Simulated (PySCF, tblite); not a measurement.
# C5H11FSSi: geometry, infrared bands and NMR shifts

What infrared bands and NMR shifts should C5H11FSSi (`C[C@@H]1[SiH2]SC[C@@]1(C)F`) show?

The runs use tblite 0.8.0 and PySCF 2.14.0, with density-fitted response routines of our own; the level of theory stands in each step. All values are computed, except where a source is named. Atoms count from 0, in the outputs and in this text.

## Step 1: The starting structure

19 atoms, charge 0, multiplicity 1; geometry from: force field or distance geometry start.

Bonds of the start (Å): C0–C1 1.48, C1–Si2 1.89, Si2–S3 2.15, S3–C4 1.80, C4–C5 1.47, C5–C6 1.50, C5–F7 1.40, C5–C1 1.49, C0–H8 1.10, C0–H9 1.13, C0–H10 1.13, C1–H11 1.11, Si2–H12 1.46, Si2–H13 1.45, C4–H14 1.12, C4–H15 1.10, C6–H16 1.12, C6–H17 1.10, C6–H18 1.12.

## Step 2: Relaxing the molecule with GFN2-xTB

Job settings and geometry (Å):

```
{"job": {"kind": "relax", "xc": "GFN2-xTB", "basis": "xTB"}, "charge": 0, "multiplicity": 1}
C     -1.180200     1.581400    -0.087200
C     -0.683000     0.263500    -0.547200
Si    -1.511200    -1.169800     0.359000
S      0.037200    -2.548900    -0.220500
C      1.201600    -1.296900    -0.793500
C      0.776200     0.045900    -0.362200
C      1.308300     0.352600     1.007900
F      1.411900     0.959600    -1.212700
H     -0.395600     2.319600     0.114300
H     -1.882900     1.490800     0.794400
H     -1.815600     2.005800    -0.919900
H     -0.945000     0.149500    -1.615400
H     -2.817100    -1.502200    -0.209600
H     -1.563500    -0.977600     1.794200
H      2.167900    -1.522000    -0.277000
H      1.416300    -1.390600    -1.864700
H      1.939100    -0.523300     1.310700
H      0.529700     0.539900     1.764000
H      1.996100     1.231700     0.957800
```

Command:

```console
> OMP_NUM_THREADS=1 python probes_run.py task.json out
```

This one command runs all jobs of the session in turn.

**Question.** This job is followed by: GFN2-xTB harmonic vibrations, gas phase; GIAO PBE0/pcSseg-1 NMR shielding, non-relativistic, gas phase. Predict these results of the whole session: strongest single infrared mode (GFN2-xTB); zero-point energy (GFN2-xTB); 13C shifts against TMS (PBE0/pcSseg-1); 1H shifts against TMS (PBE0/pcSseg-1, means over atoms taken as alike); 29Si shifts against TMS (PBE0/pcSseg-1); 33S shifts against CS2 (PBE0/pcSseg-1); 19F shifts against CFCl3 (PBE0/pcSseg-1).

As calculated:

| quantity | value |
| --- | --- |
| strongest single infrared mode (GFN2-xTB) | 2304 cm⁻¹, 330 km/mol |
| zero-point energy (GFN2-xTB) | 92.9 kcal/mol |
| 13C shifts against TMS (PBE0/pcSseg-1) | 104.2, 46.3, 32.9, 21.0, 11.5 ppm |
| 1H shifts against TMS (PBE0/pcSseg-1, means over atoms taken as alike) | 4.89, 4.59, 3.33, 2.79, 1.82, 1.46, 1.26 ppm |
| 29Si shifts against TMS (PBE0/pcSseg-1) | -13.6 ppm |
| 33S shifts against CS2 (PBE0/pcSseg-1) | -211 ppm |
| 19F shifts against CFCl3 (PBE0/pcSseg-1) | -176.4 ppm |

What this shows: The optimisation took 140 steps and gained 0.675 eV; among the close pairs (by a distance rule), C4–C5 changed most, from 1.473 to 1.529 Å. No mode is imaginary among the 51: a minimum at this level. The strongest single mode, at 2304 cm⁻¹, moves mainly H13. GFN2-xTB is a fitted tight-binding method: band positions and strengths are rough. Its intensities can rank the bands wrongly. C5 (fully substituted sp3 carbon bonded to F) lies farthest downfield among carbon, at 104.2 ppm; pulled downfield by the heteroatom. At PBE0/pcSseg-1: The widest tensor belongs to S3: span 370 ppm, with a paramagnetic part of -343 ppm.
